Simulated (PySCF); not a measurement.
**A gas-phase reaction: Cl2H2Si + Cl2 → Cl3HSi + ClH**

Aim: the reaction energy of `Cl[SiH2]Cl` + `ClCl` → `Cl[SiH](Cl)Cl` + `Cl`.

Computed with PySCF 2.14.0; each step states its level. No surroundings beyond the atoms listed, unless a continuum is named. Atoms count from 0, parts from 1.

## Step 1: The system as given

Each species was relaxed by itself at PBE0-D3(BJ)/def2-SVPD.

## Step 2: Energies of the species: wB97M-D3(BJ)/def2-TZVPD

The job: settings as JSON, then the geometry in Å.

```
{"job": {"kind": "react", "xc": "wB97M-D3(BJ)", "basis": "def2-TZVPD"}, "charge": 0, "multiplicity": 1}
-1 Cl2H2Si charge 0 multiplicity 1
Cl    -1.889040    -0.191920    -0.425480
Si     0.129580     0.097660    -0.098790
Cl     0.814920    -1.297070     1.261300
H      0.319160     1.446500     0.482260
H      0.843630    -0.111140    -1.379200

-1 Cl2 charge 0 multiplicity 1
Cl     1.014640     0.006590    -0.007120
Cl    -1.014710    -0.004460     0.009230

+1 Cl3HSi charge 0 multiplicity 1
Cl    -0.382560     0.903370     1.783450
Si    -0.071700     0.047350    -0.054250
Cl     1.916060     0.196200    -0.537900
Cl    -0.598130    -1.933360     0.026700
H     -0.886490     0.738180    -1.070380

+1 ClH charge 0 multiplicity 1
Cl     0.644670     0.002930    -0.006570
H     -0.643440    -0.006180     0.006900
```

Level: wB97M-D3(BJ)/def2-TZVPD reaction energy of separated species, gas phase.

Run with:

```console
$ OMP_NUM_THREADS=1 python cluster_run.py task.json out
```

The driver reads the jobs from task.json and runs them one after another.

Standard output:

```text
species 1 (Cl2H2Si)
coarse grid: 23992 points
cycle   1  E = -1211.3220282696  dE =  1.088e-01  |g| = 3.847e-01  |ddm| = 1.637e+00
cycle   2  E = -1211.3422855893  dE = -2.026e-02  |g| = 3.325e-01  |ddm| = 6.029e-01
cycle   3  E = -1211.3684707117  dE = -2.619e-02  |g| = 1.906e-02  |ddm| = 2.648e-01
cycle   4  E = -1211.3685844751  dE = -1.138e-04  |g| = 4.858e-03  |ddm| = 2.741e-02
cycle   5  E = -1211.3685994015  dE = -1.493e-05  |g| = 1.246e-03  |ddm| = 1.216e-02
cycle   6  E = -1211.3686000927  dE = -6.912e-07  |g| = 3.570e-04  |ddm| = 1.758e-03
final grid: 46168 points
cycle   7  E = -1211.3684837768  dE = -9.464e-08  |g| = 1.913e-04  |ddm| = 1.512e-03
cycle   8  E = -1211.3684837891  dE = -1.227e-08  |g| = 1.134e-04  |ddm| = 3.018e-04
cycle   9  E = -1211.3684837928  dE = -3.672e-09  |g| = 2.604e-05  |ddm| = 9.250e-05
cycle  10  E = -1211.3684837934  dE = -6.203e-10  |g| = 1.123e-05  |ddm| = 6.840e-05
converged SCF energy = -1211.3684837934

species 2 (Cl2)
coarse grid: 12632 points
cycle   1  E = -920.4762353496  dE =  6.388e-02  |g| = 2.472e-01  |ddm| = 1.180e+00
cycle   2  E = -920.4854153271  dE = -9.180e-03  |g| = 1.551e-01  |ddm| = 2.411e-01
cycle   3  E = -920.4902180140  dE = -4.803e-03  |g| = 1.247e-02  |ddm| = 9.692e-02
cycle   4  E = -920.4902874311  dE = -6.942e-05  |g| = 2.486e-03  |ddm| = 1.204e-02
cycle   5  E = -920.4902917869  dE = -4.356e-06  |g| = 2.986e-04  |ddm| = 3.875e-03
final grid: 23496 points
cycle   6  E = -920.4902477488  dE = -4.827e-08  |g| = 9.191e-05  |ddm| = 4.977e-04
cycle   7  E = -920.4902477523  dE = -3.538e-09  |g| = 4.803e-05  |ddm| = 1.125e-04
cycle   8  E = -920.4902477530  dE = -6.252e-10  |g| = 1.456e-05  |ddm| = 4.222e-05
converged SCF energy = -920.4902477530

species 3 (Cl3HSi)
coarse grid: 27832 points
cycle   1  E = -1671.0233346725  dE =  3.779e-01  |g| = 4.794e-01  |ddm| = 1.774e+00
cycle   2  E = -1671.0409948377  dE = -1.766e-02  |g| = 4.654e-01  |ddm| = 7.641e-01
cycle   3  E = -1671.0927328759  dE = -5.174e-02  |g| = 2.169e-02  |ddm| = 3.566e-01
cycle   4  E = -1671.0928897201  dE = -1.568e-04  |g| = 5.848e-03  |ddm| = 3.440e-02
cycle   5  E = -1671.0929106938  dE = -2.097e-05  |g| = 2.354e-03  |ddm| = 1.452e-02
cycle   6  E = -1671.0929125990  dE = -1.905e-06  |g| = 4.659e-04  |ddm| = 2.671e-03
final grid: 52536 points
cycle   7  E = -1671.0928157526  dE = -2.060e-07  |g| = 2.011e-04  |ddm| = 1.872e-03
cycle   8  E = -1671.0928157779  dE = -2.529e-08  |g| = 1.005e-04  |ddm| = 3.749e-04
cycle   9  E = -1671.0928157822  dE = -4.296e-09  |g| = 3.553e-05  |ddm| = 1.186e-04
cycle  10  E = -1671.0928157835  dE = -1.298e-09  |g| = 5.910e-06  |ddm| = 1.013e-04
cycle  11  E = -1671.0928157835  dE = -1.182e-11  |g| = 2.871e-06  |ddm| = 1.020e-05
converged SCF energy = -1671.0928157835

species 4 (ClH)
coarse grid: 8792 points
cycle   1  E = -460.8503334617  dE = -8.165e-02  |g| = 2.169e-01  |ddm| = 7.239e-01
cycle   2  E = -460.8625128898  dE = -1.218e-02  |g| = 1.397e-01  |ddm| = 2.651e-01
cycle   3  E = -460.8670522179  dE = -4.539e-03  |g| = 1.358e-02  |ddm| = 9.818e-02
cycle   4  E = -460.8670933008  dE = -4.108e-05  |g| = 3.364e-03  |ddm| = 9.545e-03
cycle   5  E = -460.8670995492  dE = -6.248e-06  |g| = 8.515e-04  |ddm| = 3.915e-03
final grid: 17120 points
cycle   6  E = -460.8670682715  dE = -3.715e-07  |g| = 3.676e-04  |ddm| = 8.891e-04
cycle   7  E = -460.8670683178  dE = -4.627e-08  |g| = 1.618e-04  |ddm| = 3.981e-04
cycle   8  E = -460.8670683244  dE = -6.574e-09  |g| = 4.221e-05  |ddm| = 1.295e-04
cycle   9  E = -460.8670683257  dE = -1.317e-09  |g| = 3.973e-06  |ddm| = 6.531e-05
cycle  10  E = -460.8670683257  dE = -2.387e-12  |g| = 8.165e-07  |ddm| = 3.312e-06
converged SCF energy = -460.8670683257

Reaction energy = -64.077 kcal/mol
```

Run time: 18 s. Hardware: 1 thread of Arm Neoverse V2, shared host; peak memory 0.64 GiB.

Species by species (with the dispersion term, which the log's SCF energies lack):

```csv
ν,species,energy (Eh),HOMO (eV)
-1,Cl[SiH2]Cl,-1211.37371,-11.47
-1,ClCl,-920.49147,-11.18
+1,Cl[SiH](Cl)Cl,-1671.09968,-11.73
+1,Cl,-460.86761,-11.93
```

## Step 3: Energies of the species: PBE0-D3(BJ)/def2-TZVPD

The job, as its differences from that of step 2:

```diff
@@ -1,2 +1,2 @@
-{"job": {"kind": "react", "xc": "wB97M-D3(BJ)", "basis": "def2-TZVPD"}, "charge": 0, "multiplicity": 1}
+{"job": {"kind": "react", "xc": "PBE0", "basis": "def2-TZVPD", "disp": "d3bj"}, "charge": 0, "multiplicity": 1}
 -1 Cl2H2Si charge 0 multiplicity 1
```

Level: PBE0-D3(BJ)/def2-TZVPD reaction energy of separated species, gas phase.

Standard output:

```text
species 1 (Cl2H2Si)
coarse grid: 6112 points
cycle   1  E = -1210.7781979742  dE =  1.087e-01  |g| = 3.104e-01  |ddm| = 1.661e+00
cycle   2  E = -1210.7664213139  dE =  1.178e-02  |g| = 3.815e-01  |ddm| = 5.911e-01
cycle   3  E = -1210.8033771567  dE = -3.696e-02  |g| = 3.547e-02  |ddm| = 3.191e-01
cycle   4  E = -1210.8036033735  dE = -2.262e-04  |g| = 1.178e-02  |ddm| = 2.610e-02
cycle   5  E = -1210.8036361177  dE = -3.274e-05  |g| = 2.139e-03  |ddm| = 1.000e-02
cycle   6  E = -1210.8036370794  dE = -9.617e-07  |g| = 5.734e-04  |ddm| = 2.071e-03
final grid: 46168 points
cycle   7  E = -1210.8046500603  dE = -1.285e-05  |g| = 3.536e-03  |ddm| = 1.832e-02
cycle   8  E = -1210.8046500617  dE = -1.390e-09  |g| = 2.919e-03  |ddm| = 4.605e-03
cycle   9  E = -1210.8046515474  dE = -1.486e-06  |g| = 4.547e-04  |ddm| = 2.588e-03
cycle  10  E = -1210.8046516072  dE = -5.987e-08  |g| = 8.603e-05  |ddm| = 3.816e-04
cycle  11  E = -1210.8046516091  dE = -1.844e-09  |g| = 1.559e-05  |ddm| = 7.430e-05
cycle  12  E = -1210.8046516091  dE = -6.776e-11  |g| = 4.407e-06  |ddm| = 1.280e-05
converged SCF energy = -1210.8046516091

species 2 (Cl2)
coarse grid: 3248 points
cycle   1  E = -920.0848705287  dE =  1.015e-01  |g| = 1.608e-01  |ddm| = 1.191e+00
cycle   2  E = -920.0872209933  dE = -2.350e-03  |g| = 8.739e-02  |ddm| = 1.235e-01
cycle   3  E = -920.0886038657  dE = -1.383e-03  |g| = 3.229e-02  |ddm| = 7.027e-02
cycle   4  E = -920.0888549946  dE = -2.511e-04  |g| = 5.428e-04  |ddm| = 2.039e-02
cycle   5  E = -920.0888551040  dE = -1.093e-07  |g| = 2.230e-04  |ddm| = 9.350e-04
final grid: 23496 points
cycle   6  E = -920.0901488462  dE = -8.697e-06  |g| = 2.709e-03  |ddm| = 7.421e-03
cycle   7  E = -920.0901492796  dE = -4.334e-07  |g| = 1.503e-03  |ddm| = 3.012e-03
cycle   8  E = -920.0901495186  dE = -2.390e-07  |g| = 1.102e-04  |ddm| = 1.207e-03
cycle   9  E = -920.0901495212  dE = -2.586e-09  |g| = 4.179e-05  |ddm| = 9.866e-05
cycle  10  E = -920.0901495216  dE = -3.986e-10  |g| = 3.006e-06  |ddm| = 2.417e-05
converged SCF energy = -920.0901495216

species 3 (Cl3HSi)
coarse grid: 7120 points
cycle   1  E = -1670.2898784027  dE =  3.442e-01  |g| = 3.790e-01  |ddm| = 1.839e+00
cycle   2  E = -1670.2623335277  dE =  2.754e-02  |g| = 5.082e-01  |ddm| = 7.326e-01
cycle   3  E = -1670.3263905395  dE = -6.406e-02  |g| = 5.266e-02  |ddm| = 4.174e-01
cycle   4  E = -1670.3269541846  dE = -5.636e-04  |g| = 1.623e-02  |ddm| = 4.212e-02
cycle   5  E = -1670.3270139453  dE = -5.976e-05  |g| = 2.216e-03  |ddm| = 1.342e-02
cycle   6  E = -1670.3270148906  dE = -9.453e-07  |g| = 8.210e-04  |ddm| = 2.226e-03
final grid: 52536 points
cycle   7  E = -1670.3294466159  dE = -1.691e-05  |g| = 4.117e-03  |ddm| = 2.052e-02
cycle   8  E = -1670.3294465766  dE =  3.925e-08  |g| = 3.347e-03  |ddm| = 5.188e-03
cycle   9  E = -1670.3294484618  dE = -1.885e-06  |g| = 7.043e-04  |ddm| = 2.975e-03
cycle  10  E = -1670.3294485998  dE = -1.380e-07  |g| = 1.060e-04  |ddm| = 5.574e-04
cycle  11  E = -1670.3294486025  dE = -2.771e-09  |g| = 2.095e-05  |ddm| = 8.836e-05
cycle  12  E = -1670.3294486026  dE = -9.095e-11  |g| = 6.408e-06  |ddm| = 1.470e-05
converged SCF energy = -1670.3294486026

species 4 (ClH)
coarse grid: 2248 points
cycle   1  E = -460.6537842140  dE = -4.644e-02  |g| = 1.882e-01  |ddm| = 7.411e-01
cycle   2  E = -460.6558530244  dE = -2.069e-03  |g| = 1.902e-01  |ddm| = 3.151e-01
cycle   3  E = -460.6653815386  dE = -9.529e-03  |g| = 1.506e-02  |ddm| = 1.513e-01
cycle   4  E = -460.6654035956  dE = -2.206e-05  |g| = 2.693e-03  |ddm| = 7.323e-03
cycle   5  E = -460.6654051434  dE = -1.548e-06  |g| = 1.111e-03  |ddm| = 2.553e-03
final grid: 17120 points
cycle   6  E = -460.6658903802  dE = -4.429e-06  |g| = 2.164e-03  |ddm| = 7.337e-03
cycle   7  E = -460.6658904097  dE = -2.951e-08  |g| = 1.795e-03  |ddm| = 2.512e-03
cycle   8  E = -460.6658910275  dE = -6.177e-07  |g| = 1.533e-04  |ddm| = 1.363e-03
cycle   9  E = -460.6658910344  dE = -6.900e-09  |g| = 2.147e-05  |ddm| = 1.086e-04
cycle  10  E = -460.6658910345  dE = -9.993e-11  |g| = 4.933e-06  |ddm| = 1.681e-05
converged SCF energy = -460.6658910345

Reaction energy = -63.827 kcal/mol
```

It took 9 s on 1 thread of Arm Neoverse V2, shared host; peak memory 0.61 GiB.

Reaction energy at this level: -63.83 kcal/mol.

## Step 4: Reaction energy: MP2/def2-TZVPD

The job, as its differences from that of step 3:

```diff
@@ -1,2 +1,2 @@
-{"job": {"kind": "react", "xc": "PBE0", "basis": "def2-TZVPD", "disp": "d3bj"}, "charge": 0, "multiplicity": 1}
+{"job": {"kind": "react", "xc": "MP2", "basis": "def2-TZVPD"}, "charge": 0, "multiplicity": 1}
 -1 Cl2H2Si charge 0 multiplicity 1
```

Method: MP2/def2-TZVPD reaction energy of separated species, gas phase.

Standard output:

```text
species 1 (Cl2H2Si)
final grid: 46168 points
cycle   1  E = -1209.1841485740  dE =  9.701e-02  |g| = 3.874e-01  |ddm| = 1.609e+00
cycle   2  E = -1209.2273667551  dE = -4.322e-02  |g| = 2.002e-01  |ddm| = 4.762e-01
cycle   3  E = -1209.2375763487  dE = -1.021e-02  |g| = 3.096e-02  |ddm| = 1.763e-01
cycle   4  E = -1209.2380751414  dE = -4.988e-04  |g| = 7.460e-03  |ddm| = 4.878e-02
cycle   5  E = -1209.2381089399  dE = -3.380e-05  |g| = 1.802e-03  |ddm| = 1.298e-02
cycle   6  E = -1209.2381115444  dE = -2.604e-06  |g| = 6.378e-04  |ddm| = 2.693e-03
cycle   7  E = -1209.2381118668  dE = -3.224e-07  |g| = 1.595e-04  |ddm| = 9.811e-04
cycle   8  E = -1209.2381118859  dE = -1.907e-08  |g| = 3.029e-05  |ddm| = 3.149e-04
cycle   9  E = -1209.2381118865  dE = -6.519e-10  |g| = 6.377e-06  |ddm| = 6.752e-05
converged SCF energy = -1209.2381118865

species 2 (Cl2)
final grid: 23496 points
cycle   1  E = -918.9653263280  dE =  6.011e-02  |g| = 2.590e-01  |ddm| = 1.186e+00
cycle   2  E = -918.9802785020  dE = -1.495e-02  |g| = 1.127e-01  |ddm| = 2.120e-01
cycle   3  E = -918.9828569906  dE = -2.578e-03  |g| = 1.988e-02  |ddm| = 7.487e-02
cycle   4  E = -918.9830778438  dE = -2.209e-04  |g| = 4.253e-03  |ddm| = 2.065e-02
cycle   5  E = -918.9830899500  dE = -1.211e-05  |g| = 7.297e-04  |ddm| = 5.118e-03
cycle   6  E = -918.9830901674  dE = -2.175e-07  |g| = 1.518e-04  |ddm| = 6.808e-04
cycle   7  E = -918.9830901767  dE = -9.232e-09  |g| = 2.307e-05  |ddm| = 1.886e-04
cycle   8  E = -918.9830901769  dE = -2.601e-10  |g| = 2.990e-06  |ddm| = 4.639e-05
converged SCF energy = -918.9830901769

species 3 (Cl3HSi)
final grid: 52536 points
cycle   1  E = -1668.1523109070  dE =  4.052e-01  |g| = 4.736e-01  |ddm| = 1.758e+00
cycle   2  E = -1668.2045254641  dE = -5.221e-02  |g| = 2.899e-01  |ddm| = 6.100e-01
cycle   3  E = -1668.2257236841  dE = -2.120e-02  |g| = 3.410e-02  |ddm| = 2.386e-01
cycle   4  E = -1668.2263673726  dE = -6.437e-04  |g| = 9.257e-03  |ddm| = 6.209e-02
cycle   5  E = -1668.2264223958  dE = -5.502e-05  |g| = 2.362e-03  |ddm| = 1.678e-02
cycle   6  E = -1668.2264265282  dE = -4.132e-06  |g| = 8.690e-04  |ddm| = 3.264e-03
cycle   7  E = -1668.2264270900  dE = -5.618e-07  |g| = 1.908e-04  |ddm| = 1.387e-03
cycle   8  E = -1668.2264271172  dE = -2.715e-08  |g| = 3.409e-05  |ddm| = 3.816e-04
cycle   9  E = -1668.2264271179  dE = -7.303e-10  |g| = 7.176e-06  |ddm| = 6.707e-05
converged SCF energy = -1668.2264271179

species 4 (ClH)
final grid: 17120 points
cycle   1  E = -460.0817353426  dE = -1.008e-01  |g| = 2.132e-01  |ddm| = 7.101e-01
cycle   2  E = -460.0969052965  dE = -1.517e-02  |g| = 8.401e-02  |ddm| = 2.053e-01
cycle   3  E = -460.0986386494  dE = -1.733e-03  |g| = 1.826e-02  |ddm| = 5.472e-02
cycle   4  E = -460.0988472144  dE = -2.086e-04  |g| = 6.315e-03  |ddm| = 1.638e-02
cycle   5  E = -460.0988772138  dE = -3.000e-05  |g| = 1.289e-03  |ddm| = 7.398e-03
cycle   6  E = -460.0988784298  dE = -1.216e-06  |g| = 2.807e-04  |ddm| = 1.659e-03
cycle   7  E = -460.0988784831  dE = -5.326e-08  |g| = 4.150e-05  |ddm| = 4.895e-04
cycle   8  E = -460.0988784838  dE = -7.313e-10  |g| = 7.806e-06  |ddm| = 6.177e-05
converged SCF energy = -460.0988784838

Reaction energy = -68.164 kcal/mol
```

It took 4.5 s on 1 thread of Arm Neoverse V2, shared host; peak memory 0.45 GiB.

Reaction energy at this level: -68.16 kcal/mol.

## Step 5: Comparing the runs

Energies in kcal/mol, with wall time:

```csv
run,reaction,time
wB97M-D3(BJ)/def2-TZVPD,-64.08,18 s
PBE0-D3(BJ)/def2-TZVPD,-63.83,9 s
MP2/def2-TZVPD,-68.16,4.5 s
```

## Step 6: Outcome

| quantity | value |
| --- | --- |
| reaction energy (wB97M-D3(BJ)/def2-TZVPD) | -64.08 kcal/mol |
| ΔH, ΔG at 298 K (xTB thermal terms) | -64.6, -64.1 kcal/mol |
| range of the reaction energy over the runs of this table | -68.16 to -63.83 kcal/mol |

In words: The reaction is exothermic by 64.6 kcal/mol in the gas phase; dispersion gives -0.60, and xTB itself gave -32.38 for the electronic energy (xTB energies and thermal terms come from the earlier relaxation of each species, not shown). No barrier was sought. xTB and this level differ widely in the electronic energy, so what comes from xTB (the thermal terms above all) is less safe here. The reaction energy runs from -68.16 (MP2/def2-TZVPD) to -63.83 kcal/mol (PBE0-D3(BJ)/def2-TZVPD).
